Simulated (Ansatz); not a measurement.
# ClF₂H₂NSi: a ladder of functionals and wavefunction methods

One table from this session's results is given with a row withheld; the runs are named, their logs left out.

Program: Ansatz 0.2.0, Gaussian basis. Level of theory: functionals in def2-TZVPP, the program's frozen cores in correlated methods. These are calculated values, not measurements.

Plan: LDA (SPW92), PBE-D4, revPBE-D4, BLYP-D4, r2SCAN-D4, B97M-V, PBE0-D4, B3LYP-D4, r2SCANh-D4, r2SCAN0-D4, HSE06-D4, BHLYP-D4, CAM-B3LYP-D4, LC-ωPBE, ωB97X-V, ωB97M-V, B2PLYP, PBE-QIDH; CCSD(T)/def2-SVP; CCSD(T)/def2-TZVPP; CCSD(T)/def2-QZVPP; extrapolation to the limit; RPA on PBE.

### The geometry

All runs share one geometry, relaxed beforehand with PBE0-D4 in a triple-zeta def2 set.

SMILES `N[Si](F)(F)Cl`, 7 atoms, charge 0, spin multiplicity 1.

Atoms are counted from 1 here; the program's logs count them from 0.

Bond lengths: N1–Si2 1.677 Å, N1–H6 1.006 Å, N1–H7 1.006 Å, Si2–F3 1.577 Å, Si2–F4 1.577 Å, Si2–Cl5 2.031 Å. Angles: Si2–N1–H6 121.1°, Si2–N1–H7 121.1°, H6–N1–H7 112.3°, N1–Si2–F3 108.7°, N1–Si2–F4 108.8°, N1–Si2–Cl5 116.8°, F3–Si2–F4 109.7°, F3–Si2–Cl5 106.4°, F4–Si2–Cl5 106.4°.

Set-up of the first run:

Contents of in.yaml:

```yaml
crystal:
  periodic: [false, false, false]
  atoms:
    - {symbol: N, position_ang: [-0.689610, 0.536095, 0.628150]}
    - {symbol: Si, position_ang: [0.375248, -0.423146, -0.242688]}
    - {symbol: F, position_ang: [1.620422, -0.751411, 0.666999]}
    - {symbol: F, position_ang: [-0.357521, -1.760706, -0.642341]}
    - {symbol: Cl, position_ang: [1.113619, 0.360958, -1.964008]}
    - {symbol: H, position_ang: [-1.641862, 0.660649, 0.327653]}
    - {symbol: H, position_ang: [-0.359094, 1.309561, 1.180536]}
basis:
  gaussian: {orbitals: def2-TZVPP}
hamiltonian: {xc: lda}
output: {orbitals: {seedname: orbitals}}
```

On the command line:

```bash
> ansatz run in.yaml --threads 2 --pin off --events-out ev --progress --plain --max-ram 32768MiB --backend cpu
```

Steps of the session up to this table: LDA; PBE-D4 (GGA); revPBE-D4 (GGA); BLYP-D4 (GGA); r2SCAN-D4 (meta-GGA); B97M-V (meta-GGA); B3LYP-D4 (hybrid); r2SCANh-D4 (hybrid); r2SCAN0-D4 (hybrid); HSE06-D4 (hybrid); BHLYP-D4 (hybrid); CAM-B3LYP-D4 (range-separated); LC-ωPBE (range-separated); ωB97X-V (range-separated); ωB97M-V (range-separated); B2PLYP (double hybrid); PBE-QIDH (double hybrid).

One of the session's tables, all rows but one given; the rest of the session is left out.

It belongs to the step «Frontier levels by functional». 

| functional | HOMO (eV) | LUMO (eV) | gap (eV) |
| --- | --- | --- | --- |
| LDA (SPW92) | -7.17 | -0.61 | 6.56 |
| PBE-D4 | -6.97 | -0.43 | 6.54 |
| revPBE-D4 | -6.90 | -0.34 | 6.56 |
| BLYP-D4 | -6.84 | -0.45 | 6.39 |
| r2SCAN-D4 | -7.32 | 0.26 | 7.58 |
| B97M-V | -7.40 | -0.13 | 7.26 |
| PBE0-D4 | -8.50 | 0.46 | 8.96 |
| B3LYP-D4 | -8.23 | 0.09 | 8.32 |
| r2SCANh-D4 | -7.89 | 0.54 | 8.42 |
| r2SCAN0-D4 | -8.74 | 0.93 | 9.66 |
| HSE06-D4 | -8.09 | 0.09 | 8.18 |
| BHLYP-D4 | ? | ? | ? |
| CAM-B3LYP-D4 | -9.95 | 1.25 | 11.20 |
| LC-ωPBE | -11.40 | 2.62 | 14.02 |
| ωB97X-V | -10.98 | 2.41 | 13.39 |
| ωB97M-V | -10.86 | 1.95 | 12.80 |

Q: Estimate the row for BHLYP-D4 from the others.

Worked estimate for «HOMO (eV)». Against the share of exact exchange, BLYP-D4 (0, -6.84), B3LYP-D4 (0.2, -8.23) give a slope of -6.95 per unit share; at 0.5 the line stands at -10.31.

The run gave: HOMO (eV): -9.91; LUMO (eV): 1.11; gap (eV): 11.01. In «HOMO (eV)» the line misses by -0.40.
